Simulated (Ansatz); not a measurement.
Crystal: KFeAs2.

```
As Fe K
1.0
    -1.98037    1.98037    6.38302
     1.98037   -1.98037    6.38302
     1.98037    1.98037   -6.38302
As Fe K
2 1 1
Direct
  0.33074 0.33074 0.00000
  0.66926 0.66926 0.00000
  0.25000 0.75000 0.50000
  0.00000 0.00000 0.00000
```

The cell comes from a database or a generator and needn't be the stable form of this composition.

Program: Ansatz 0.2.0. Alike in all runs: task band structure; potentials or basis Ansatz PAW; spin collinear, ferromagnetic start; cell as given; k mesh 9 × 9 × 9; cutoff (eV) 420; smearing fermi-dirac 0.05 eV.

Question: Order these runs on this cell by their pressure, lowest first.
A. level PBE
B. level PBE+U; U Fe d U = 4 eV; hubbard projectors ortho-atomic (the default); double counting fll (the default)
C. level PBE+U; U Fe d U = 3 eV; hubbard projectors ortho-atomic (the default); double counting fll (the default)

Answer: A (0.2 GPa), C (4.5 GPa), B (6.0 GPa).

Caveats: a cell with one magnetic atom can't hold antiferromagnetic order, which such compounds often take; the magnetic or orbital state may not be the lowest (some runs); the U is typed as a test and isn't derived for this compound (some runs).
